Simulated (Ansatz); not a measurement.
# Time against size: PBE, supercells of SiC, on 8 × H100

The runs below are of Ansatz 0.2.0 on a node with eight NVIDIA H100 80GB cards and 96 AMD EPYC 7R13 cores, one at a time and with no other job on the machine; times are wall-clock times from launch to exit. Times and memory are rounded to two significant figures, and ratios are formed from the unrounded values. A row is a single run, so small differences between rows aren't established. Precision is the program's default, which can work at lower precision in parts of a run. Card memory is the largest of readings taken every 0.4 s, so short peaks can be missed, and it isn't given for runs under about 3 s. It shows what a run took, which needn't be the least that it can run in: the program holds more work at once where threads and free memory allow.

The smallest member is a 6×6×5 supercell of SiC (F-43m), atoms displaced at random by about 0.04 Å along each cell vector. Its input:

```yaml
crystal:
  lattice:
    - [0.000000, 13.061982, 13.061982]
    - [13.061982, 0.000000, 13.061982]
    - [10.884985, 10.884985, 0.000000]
  atoms:
    - { symbol: Si, position: [0.046730, 0.040231, 0.051026] }
    - { symbol: C, position: [0.000317, 0.001808, -0.003643] }
    - { symbol: Si, position: [0.040769, 0.040039, 0.247208] }
    # ... 356 more atoms, left out here ...
    - { symbol: C, position: [0.835130, 0.830024, 0.798333] }
kpoints:
  mp_grid: { grid: [1, 1, 1] }
hamiltonian:
  xc: pbe
  pseudopotentials: { azcp: { folder: soft_1 } }
scf:
  occupations: { method: fixed }
output: { forces: true }
```

The program chose a cutoff of 420 eV. The folder soft_1 holds one of the program's own sets of PAW files, generated with PBE and used with every functional where the input names it.

Command, without the flags for output files and display:

```bash
ansatz run input.yaml --backend cuda --devices 0,1,2,3,4,5,6,7
```

| atoms | electrons | k mesh | k points | plane waves | dense FFT grid | bands at the start | SCF iterations | threads | the cards share | wall time | SCF clock | outside it | host memory (GiB) | fullest card (GiB) | remarks |
| --- | --- | --- | --- | --- | --- | --- | --- | --- | --- | --- | --- | --- | --- | --- | --- |
| 360 | 1440 | 1×1×1 | 1 | 72623 | 125×125×108 | 1080 | 9 | 48 | the one k point, in part | 8.1 s | 1.5 s | 6.6 s | 2.9 | 7.1 | bands 1080→952 |
| 504 | 2016 | 1×1×1 | 1 | 101617 | 150×125×125 | 1512 | 9 | 48 | the one k point, in part | 8.8 s | 1.9 s | 6.9 s | 3.2 | 11 | bands 1512→1336 |
| 784 | 3136 | 1×1×1 | 1 | 158015 | 180×150×150 | 2352 | 9 | 48 | the one k point, in part | 11 s | 3.5 s | 7.1 s | 3.9 | 23 | bands 2352→2083 |
| 1458 | 5832 | 1×1×1 | 1 | 294117 | 192×192×192 | 4374 | 9 | 48 | the one k point, in part | 17 s | 9.6 s | 7.7 s | 5.4 | 70 | card 70 of 80 GiB; bands 4374→3880; real-space projectors |

The SCF clock is the program's own. It runs from the start of the first SCF loop to the final result and holds forces, stress, later SCFs and response steps. Outside it lie start-up, exit and the set-up ahead of the first loop, which depends on the cell and the method.

Runs at Γ alone can use real arithmetic, which is cheaper than at other k points.

«bands a→b»: once the levels showed a gap the program dropped high empty bands and went on with b of the a at the start. «real-space projectors»: the card applied the projectors on the grid points about the atoms, another method than in rows without this remark. «card a of b GiB» or «host a of b GiB»: the run took three quarters or more of a card's memory (or the program reckoned to fill 85 % of what was free), or 60 % or more of the host memory that it had. The program fits its work to the free memory, so such a run may be limited by memory even where its log doesn't say so. Rows whose remarks tell of memory aren't like for like with rows without. Of long logs only the start and the end were kept, so a limit that memory set in between can be missed. Where the cards share one k point, they share only part of the work.

One k point is too coarse a mesh for the properties of small cells; the series shows cost alone.

Of the smallest member's 8.1 s, 6.6 s lies outside the SCF clock, so the wall time grows less with size than the clocked work: from 360 to 784 atoms the wall time changes by a factor of 1.3, and the time on the SCF clock by 2.4. The smallest member has under 2 s on the SCF clock, so these factors are rough.

Task: How long does the member with 1024 atoms take (1×1×1 mesh, 1 k point, 206695 plane waves, 3072 bands)?

Result: 12 s, in 9 SCF iterations, with 4.5 GiB of host memory and 37 GiB on the fullest card. Of the wall time 5.2 s is on the SCF clock and 7.2 s outside. The cards share the one k point, in part, with 48 host threads. Remarks: bands 3072→2723; real-space projectors.
